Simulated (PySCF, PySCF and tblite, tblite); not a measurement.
# C₂H₇NSeSi: a path driven as rotation about a bond, and NMR exchange, part 2 of 2

PySCF and tblite. Atoms count from 0.

## Step 8: Shieldings, saddle of leg 1: PBE0/pcSseg-1 in chloroform

Job settings and geometry (Å):

```
{"job": {"kind": "nmr", "xc": "PBE0", "basis": "pcSseg-1", "solvent": "chloroform", "pop": false}, "charge": 0, "multiplicity": 1}
C      1.752052    -0.266058    -0.411757
N      0.728423     0.166315     0.528912
C     -0.441998     0.669315    -0.084115
Si    -1.941939    -0.395188     0.393980
Se    -0.460766     2.083004    -1.167454
H      2.615613    -0.618564     0.148435
H      2.066594     0.530233    -1.099888
H      1.348153    -1.091065    -0.998499
H      1.124337     0.871013     1.148531
H     -3.135635     0.121414    -0.267310
H     -1.617620    -1.752641    -0.041288
H     -2.037214    -0.317777     1.850453
```

The log of the run:

```text
coarse grid: 46528 points
cycle   1  E = -2825.2894771982  dE = -6.513e-01  |g| = 6.817e-01  |ddm| = 3.258e+00
cycle   2  E = -2825.2772599186  dE =  1.222e-02  |g| = 4.736e-01  |ddm| = 6.156e-01
cycle   3  E = -2825.2955171551  dE = -1.826e-02  |g| = 2.958e-01  |ddm| = 5.715e-01
cycle   4  E = -2825.3186357570  dE = -2.312e-02  |g| = 7.788e-02  |ddm| = 3.146e-01
cycle   5  E = -2825.3198103473  dE = -1.175e-03  |g| = 1.910e-02  |ddm| = 8.388e-02
cycle   6  E = -2825.3198959532  dE = -8.561e-05  |g| = 3.451e-03  |ddm| = 2.111e-02
cycle   7  E = -2825.3198983455  dE = -2.392e-06  |g| = 1.096e-03  |ddm| = 3.567e-03
final grid: 96016 points
cycle   8  E = -2825.3198824162  dE =  3.815e-07  |g| = 1.711e-03  |ddm| = 3.117e-03
cycle   9  E = -2825.3198803290  dE =  2.087e-06  |g| = 3.328e-03  |ddm| = 4.748e-03
cycle  10  E = -2825.3198830904  dE = -2.761e-06  |g| = 4.562e-04  |ddm| = 3.279e-03
cycle  11  E = -2825.3198831412  dE = -5.080e-08  |g| = 3.229e-05  |ddm| = 3.752e-04
cycle  12  E = -2825.3198831416  dE = -3.492e-10  |g| = 9.825e-06  |ddm| = 5.101e-05
converged SCF energy = -2825.3198831416

GIAO shielding tensors (ppm)
atom      isotropic    diamagn.    paramagn.     s11        s22        s33       span
  0 C      140.206     245.696    -105.490     97.237    141.746    181.635     84.399
  1 N      139.764     322.971    -183.206     53.766    125.417    240.110    186.344
  2 C     -198.434     256.838    -455.272   -523.713   -184.551    112.962    636.675
  3 Si     413.355     879.451    -466.095    360.795    417.049    462.222    101.427
  4 Se   -1527.474    2999.294   -4526.768  -4950.740  -1566.415   1934.733   6885.473
  5 H       28.110      28.648      -0.539     25.091     26.526     32.712      7.621
  6 H       28.326      29.482      -1.157     23.747     27.892     33.338      9.591
  7 H       29.154      30.022      -0.868     24.581     28.224     34.658     10.076
  8 H       29.206      32.960      -3.754     23.407     26.128     38.084     14.677
  9 H       27.054      28.458      -1.404     23.322     27.157     30.684      7.362
 10 H       27.191      28.702      -1.511     24.143     26.762     30.669      6.526
 11 H       27.275      28.519      -1.244     24.037     26.716     31.072      7.035
```

Wall time 11 s (1 thread of Arm Neoverse V2, shared host); peak memory 0.76 GiB.

In short: HOMO -6.38 eV, LUMO -2.81 eV; dipole 1.92 D.

## Step 9: Shieldings, end: PBE0/pcSseg-1 in chloroform

Job settings and geometry (Å):

```
{"job": {"kind": "nmr", "xc": "PBE0", "basis": "pcSseg-1", "solvent": "chloroform", "pop": false}, "charge": 0, "multiplicity": 1}
C      1.999624     0.140856    -0.344115
N      0.707415    -0.070553     0.258251
C     -0.443090     0.107240    -0.379271
Si    -2.085411    -0.204141     0.531426
Se    -0.506244     0.639542    -2.098409
H      2.782229    -0.099790     0.369592
H      2.097143     1.180891    -0.664737
H      2.101857    -0.486957    -1.232347
H      0.683302    -0.363639     1.224245
H     -2.822985     1.052191     0.557367
H     -2.793978    -1.261816    -0.177094
H     -1.714818    -0.630075     1.889553
```

The log of the run:

```text
coarse grid: 46528 points
cycle   1  E = -2825.3334641101  dE = -5.779e-01  |g| = 6.537e-01  |ddm| = 3.241e+00
cycle   2  E = -2825.3183620409  dE =  1.510e-02  |g| = 4.355e-01  |ddm| = 9.649e-01
cycle   3  E = -2825.3393827921  dE = -2.102e-02  |g| = 3.287e-01  |ddm| = 8.266e-01
cycle   4  E = -2825.3669015383  dE = -2.752e-02  |g| = 3.220e-02  |ddm| = 3.375e-01
cycle   5  E = -2825.3670070629  dE = -1.055e-04  |g| = 8.555e-03  |ddm| = 2.519e-02
cycle   6  E = -2825.3670228971  dE = -1.583e-05  |g| = 3.780e-03  |ddm| = 9.711e-03
cycle   7  E = -2825.3670257829  dE = -2.886e-06  |g| = 1.217e-03  |ddm| = 3.206e-03
final grid: 96016 points
cycle   8  E = -2825.3669983997  dE =  4.141e-07  |g| = 1.831e-03  |ddm| = 2.500e-03
cycle   9  E = -2825.3669970265  dE =  1.373e-06  |g| = 2.991e-03  |ddm| = 3.661e-03
cycle  10  E = -2825.3669991834  dE = -2.157e-06  |g| = 2.464e-04  |ddm| = 2.416e-03
cycle  11  E = -2825.3669991971  dE = -1.371e-08  |g| = 3.487e-05  |ddm| = 2.215e-04
cycle  12  E = -2825.3669991974  dE = -3.024e-10  |g| = 9.274e-06  |ddm| = 4.108e-05
converged SCF energy = -2825.3669991974

GIAO shielding tensors (ppm)
atom      isotropic    diamagn.    paramagn.     s11        s22        s33       span
  0 C      149.069     244.617     -95.548    123.101    151.093    173.013     49.912
  1 N       60.006     327.238    -267.232   -108.054    111.287    176.785    284.839
  2 C      -53.083     256.956    -310.039   -225.695    -76.901    143.347    369.043
  3 Si     418.495     879.971    -461.476    388.801    404.686    461.999     73.197
  4 Se     903.297    3000.824   -2097.526   -109.894    749.661   2070.125   2180.018
  5 H       28.090      27.804       0.286     23.989     26.735     33.547      9.557
  6 H       28.178      28.544      -0.366     23.569     26.605     34.361     10.793
  7 H       28.051      28.601      -0.550     23.315     26.856     33.983     10.667
  8 H       23.252      34.679     -11.427     16.812     24.291     28.654     11.841
  9 H       27.234      28.536      -1.302     23.844     26.270     31.589      7.745
 10 H       27.231      28.530      -1.299     23.817     26.311     31.566      7.749
 11 H       27.218      29.365      -2.147     23.018     26.223     32.413      9.395
```

Run time: 12 s. Hardware: 1 thread of Arm Neoverse V2, shared host; peak memory 0.75 GiB.

In short: HOMO -5.86 eV, LUMO -1.34 eV; dipole 5.79 D.

## Step 10: Single-point energy: PBE0/pcSseg-1 in chloroform

Job settings and geometry (Å):

```
{"job": {"kind": "sp", "xc": "PBE0", "basis": "pcSseg-1", "solvent": "chloroform", "pop": false}, "charge": 0, "multiplicity": 1}
C      0.845742     0.103930     1.941363
N      0.761702     0.224293     0.495658
C     -0.510631     0.661469     0.055224
Si    -2.082358    -0.379150     0.378493
Se    -0.582766     2.225540    -0.767325
H      1.842171    -0.246748     2.203242
H      0.096387    -0.578422     2.368142
H      0.697843     1.094301     2.371791
H      0.980164    -0.670874     0.063350
H     -2.949323    -0.237464    -0.782567
H     -1.637480    -1.766887     0.550778
H     -2.715509     0.114962     1.600301
```

The log of the run:

```text
coarse grid: 46528 points
cycle   1  E = -2825.2833683571  dE = -6.353e-01  |g| = 6.889e-01  |ddm| = 3.267e+00
cycle   2  E = -2825.2681493225  dE =  1.522e-02  |g| = 4.941e-01  |ddm| = 6.750e-01
cycle   3  E = -2825.2904681843  dE = -2.232e-02  |g| = 3.059e-01  |ddm| = 6.252e-01
cycle   4  E = -2825.3150232824  dE = -2.456e-02  |g| = 7.708e-02  |ddm| = 3.266e-01
cycle   5  E = -2825.3161588631  dE = -1.136e-03  |g| = 1.925e-02  |ddm| = 8.114e-02
cycle   6  E = -2825.3162435731  dE = -8.471e-05  |g| = 3.226e-03  |ddm| = 1.997e-02
cycle   7  E = -2825.3162458060  dE = -2.233e-06  |g| = 1.046e-03  |ddm| = 3.436e-03
final grid: 96016 points
cycle   8  E = -2825.3162520726  dE =  2.167e-07  |g| = 1.544e-03  |ddm| = 3.170e-03
cycle   9  E = -2825.3162507600  dE =  1.313e-06  |g| = 2.774e-03  |ddm| = 4.132e-03
cycle  10  E = -2825.3162525823  dE = -1.822e-06  |g| = 4.668e-04  |ddm| = 2.827e-03
cycle  11  E = -2825.3162526384  dE = -5.613e-08  |g| = 2.956e-05  |ddm| = 3.954e-04
cycle  12  E = -2825.3162526387  dE = -3.024e-10  |g| = 7.811e-06  |ddm| = 4.839e-05
converged SCF energy = -2825.3162526387
```

Wall time 6.1 s (1 thread of Arm Neoverse V2, shared host); peak memory 0.62 GiB.

In short: HOMO -6.30 eV, LUMO -2.75 eV; dipole 3.53 D.

## Step 11: The path in numbers

Job settings and geometry (Å):

```
{"job": {"smiles": "CNC([SiH3])=[Se]", "charge": 0, "mult": 1, "motion": "rotation", "what": "amide", "atoms": [2, 1], "drives": [{"terms": [["t", [3, 2, 1, 0], 0.25], ["t", [3, 2, 1, 8], 0.25], ["t", [4, 2, 1, 0], 0.25], ["t", [4, 2, 1, 8], 0.25]], "by": 180, "n": 12}], "flip": [2, 1], "study": "path", "level": {"kind": "nmr", "xc": "PBE0", "basis": "pcSseg-1", "solvent": "chloroform"}, "fields": [80, 270, 360], "first": 5, "seed": 976, "kind": "path"}, "charge": 0, "multiplicity": 1}
C      1.575373    -0.475968    -0.060636
N      0.846358     0.758980    -0.152255
C     -0.464870     0.936219    -0.077138
Si    -1.690829    -0.503803     0.178824
Se    -1.112955     2.614400    -0.225602
H      2.268625    -0.441707     0.783625
H      2.152020    -0.640526    -0.974312
H      0.888119    -1.306336     0.079018
H      1.406907     1.594753    -0.289645
H     -3.031357     0.051647     0.214324
H     -1.506130    -1.430186    -0.943343
H     -1.330062    -1.158159     1.441112
```

The log of the run:

```text
stationary points (kcal/mol above the start)
  n  kind          group   xTB      DFT    lowest mode
  0  minimum      Cs       0.00     0.00      30.9
  1  saddle       C1      20.58    26.46    -244.2
  2  saddle       C1      21.78    28.66    -185.3
  3  minimum      Cs       0.57    -3.03      55.3

GFN2-xTB energies: T/K, barrier G, reaction G (kcal/mol), k forward, k back (1/s)
 150.00    20.00     0.37   4.54e-17   1.59e-16
 200.00    20.09     0.38   9.42e-10   2.42e-09
 250.00    20.20     0.38    2.4e-05   5.15e-05
 298.15    20.31     0.38     0.0173     0.0329
 350.00    20.44     0.39       2.77       4.83
 400.00    20.58     0.39        108        177
 500.00    20.87     0.40   1.88e+04   2.82e+04

PBE0/pcSseg-1 + D3(BJ), IEF-PCM chloroform energies: T/K, barrier G, reaction G (kcal/mol), k forward, k back (1/s)
 150.00    25.89    -3.23    1.2e-25   2.37e-30
 200.00    25.98    -3.23   3.42e-16   1.02e-19
 250.00    26.08    -3.22   1.65e-10   2.51e-13
 298.15    26.20    -3.22   7.91e-07   3.44e-09
 350.00    26.33    -3.22   0.000544   5.33e-06
 400.00    26.46    -3.21     0.0603    0.00106
 500.00    26.75    -3.20       45.3        1.8
```

Wall time 55 s (1 thread of Arm Neoverse V2, shared host); peak memory 0.76 GiB. This counts the whole study up to here.

Barriers by level (kcal/mol; entropies in cal/(mol K)). Zero-point and thermal terms come from xTB in every row. ΔG‡ leaves symmetry out; the rate counts equivalent paths (a factor of 2) and all 2 saddles; effective ΔG‡, where given, is the barrier that would give that rate by Eyring's equation alone:

| level | ΔE‡ | with zero-point | ΔH‡ | ΔS‡ | ΔG‡ (298 K) | ΔE of reaction | k at 298 K (1/s) | effective ΔG‡ |
| --- | --- | --- | --- | --- | --- | --- | --- | --- |
| GFN2-xTB | 20.58 | 19.83 | 19.42 | -3.0 | 20.31 | 0.57 | 0.017 | 19.86 |
| PBE0/pcSseg-1 + D3(BJ), IEF-PCM chloroform | 26.46 | 25.72 | 25.30 | -3.0 | 26.20 | -3.03 | 7.9e-07 | 25.78 |

Sites that the driver pairs across this motion, and where their lines would merge (no couplings; faster rotations or exchange between molecules can average them sooner):

| nucleus | sites: shielding (ppm) | proton frequency (MHz) | spread (Hz) | coalescence (K) | lines at 298 K |
| --- | --- | --- | --- | --- | --- |
| $^{77}$Se | Se4: 817; Se4 (end): 903 | 360 | 5947 | not given | – |
| $^{15}$N | N1: 69.0; N1 (end): 60.0 | 360 | 328 | not given | – |
| $^{13}$C | C0: 146.0; C0 (end): 149.1 | 360 | 279 | not given | – |
| $^{29}$Si | Si3: 420.3; Si3 (end): 418.5 | 360 | 127 | not given | – |
| $^{13}$C | C2: -52.2; C2 (end): -53.1 | 360 | 84 | not given | – |
| $^{1}$H | H9, H10, H11: 27.00; H9, H10, H11 (end): 27.23 | 360 | 82 | not given | – |
| $^{1}$H | H8: 23.08; H8 (end): 23.25 | 360 | 63 | not given | – |
| $^{1}$H | H5, H6, H7: 28.16; H5, H6, H7 (end): 28.11 | 360 | 19 | not given | – |

A dash: the driver gave no coalescence for this row (it judged the minor form too scarce).

Rows that set an atom against itself at the end compare its shielding in the two forms.

## Step 12: Outcome

This closing draws on all 2 parts.

```
                                            quantity                               value
barrier (PBE0/pcSseg-1 + D3(BJ), IEF-PCM chloroform)  ΔE‡ 26.5, ΔG‡(298 K) 26.2 kcal/mol
                                  barrier (GFN2-xTB)                   ΔE‡ 20.6 kcal/mol
                                       rate at 298 K                         7.9e-07 s⁻¹
                                     end of the path        -3.0 kcal/mol from the start
```

What this shows: The barrier is 26.5 kcal/mol at the DFT level (xTB: 20.6); with thermal terms and the count of paths the DFT value gives a rate of 7.9e-07 s⁻¹ at 298 K. An error of 1.4 kcal/mol changes that rate tenfold.
